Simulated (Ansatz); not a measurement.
# GaH4N: the cost of one run

Program: Ansatz 0.2.0. Level of theory: RKS r2SCAN-D4/def2-SVP. These are calculated values, not measurements.

**1. The system as given**

Bond lengths: Ga1–N2 2.130 Å, N2–H3 1.060 Å, N2–H4 1.060 Å, Ga1–H5 1.770 Å, Ga1–H6 1.570 Å. Angles: Ga1–N2–H3 80.8°, Ga1–N2–H4 156.7°, H3–N2–H4 120.0°, N2–Ga1–H5 42.8°, N2–Ga1–H6 160.7°, H5–Ga1–H6 156.5°.

Coordinates:

```xyz
6

Ga    0.0000    0.0000    0.0000
N     1.3882    0.0000    1.6155
H     0.5112   -0.2713    2.1455
H     2.2651    0.2713    2.1455
H     1.7585    0.0000    0.2012
H    -1.3596    0.0000   -0.7850
```

**2. A restrained relaxation towards end A**

Springs on the bonds that form and break draw the guess towards this end; the thresholds are loose.

Contents of input.yaml:

```yaml
crystal:
  periodic: [false, false, false]
  atoms:
    - { symbol: Ga, position_ang: [0.0, 0.0, 0.0] }
    - { symbol: "N", position_ang: [1.3882, 0.0, 1.6155] }
    - { symbol: H, position_ang: [0.5112, -0.2713, 2.1455] }
    - { symbol: H, position_ang: [2.2651, 0.2713, 2.1455] }
    - { symbol: H, position_ang: [1.7585, 0.0, 0.2012] }
    - { symbol: H, position_ang: [-1.3596, 0.0, -0.785] }
basis:
  gaussian: { orbitals: def2-SVP }
hamiltonian:
  xc: r2scan
  dispersion: d4
relax:
  f_tol: 0.15
  max_steps: 25
  restrain:
    - { distance: [1, 4], at: 2.26, k: 30.0 }
    - { distance: [0, 1], at: 1.93, k: 30.0 }
    - { distance: [0, 4], at: 1.57, k: 30.0 }
```

Started as:

```
ansatz run input.yaml --threads 1 --pin off --max-ram 2048MiB --backend cpu --events-out ev --progress --plain --runs-dir out
```

Q: Estimate wall time and peak memory on 1 thread of Arm Neoverse V2, shared host.

About 20 s, with a peak of 0.13 GiB.
